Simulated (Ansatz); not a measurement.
Predict the output of the script below (Ansatz 0.2.0 through its Python package).

`bend.py`
```python
# -*- coding: utf-8 -*-
"""Bending curve of CH5O2Si."""

import logging
import sys

import ansatz as az
from ase import Atoms

logging.basicConfig(stream=sys.stdout, format="%(levelname)s %(message)s")
logger = logging.getLogger("calc")
logger.setLevel(logging.INFO)


def main():
    atoms = Atoms(["C", "O", "Si", "O", "H", "H", "H", "H", "H"], positions=[
        (-0.6824, 1.1995, -0.1053),
        (-0.463, -0.1135, -0.4403),
        (1.0314, -0.7032, -0.1592),
        (1.0318, -2.346, -0.1197),
        (-1.7677, 1.4497, -0.4063),
        (-0.6199, 1.4427, 0.9566),
        (-0.0609, 1.9277, -0.6821),
        (1.5497, -0.219, 1.1779),
        (0.0695, -2.6842, -0.2388),
    ])

    # start the scan from a relaxed geometry
    first = (
        az.Crystal.molecule_from_ase(atoms).calculation()
        .basis(gaussian="6-31G*")
        .functional("pbe", dispersion="d3bj")
        .spin("collinear", total=1)  # two spin channels
        .relax(force_tolerance=0.02, max_steps=80)  # relax until the tolerances are met
    )
    atoms.positions = first.run(threads=1).report["positions_ang"]

    rows = []
    for angle in [90, 100, 110, 120, 135, 150, 165, 179]:
        bent = atoms.copy()
        bent.set_angle(2, 1, 0, angle, indices=[0, 4, 5, 6])
        setup = (
            az.Crystal.molecule_from_ase(bent).calculation()
            .basis(gaussian="6-31G*")
            .functional("pbe", dispersion="d3bj")
            .spin("collinear", total=1)
        )
        rows.append((angle, setup.run(threads=1).report["free_energy_ev"]))
    floor = min(e for _, e in rows)
    for angle, e in rows:
        logger.info(f"angle Si2-O1-C0 = {angle:3d} deg   {1000 * (e - floor):9.1f} meV")


if __name__ == "__main__":
    main()
```

```console
$ python bend.py
INFO angle Si2-O1-C0 =  90 deg       663.2 meV
INFO angle Si2-O1-C0 = 100 deg       231.6 meV
INFO angle Si2-O1-C0 = 110 deg        47.4 meV
INFO angle Si2-O1-C0 = 120 deg         0.0 meV
INFO angle Si2-O1-C0 = 135 deg        60.5 meV
INFO angle Si2-O1-C0 = 150 deg       187.8 meV
INFO angle Si2-O1-C0 = 165 deg       309.3 meV
INFO angle Si2-O1-C0 = 179 deg       369.0 meV
```

Caveats:
- The scan is rigid, and the energies are electronic, in a modest basis. The zero is the lowest point of the grid, which needn't be the minimum.
- The species is open-shell (spin multiplicity 2).
- The whole script took 92 s on 1 thread of Arm Neoverse V2 (shared host), peak memory 0.23 GiB.

(A comment or docstring line of the script was reworded after the run, the code is as it ran.)
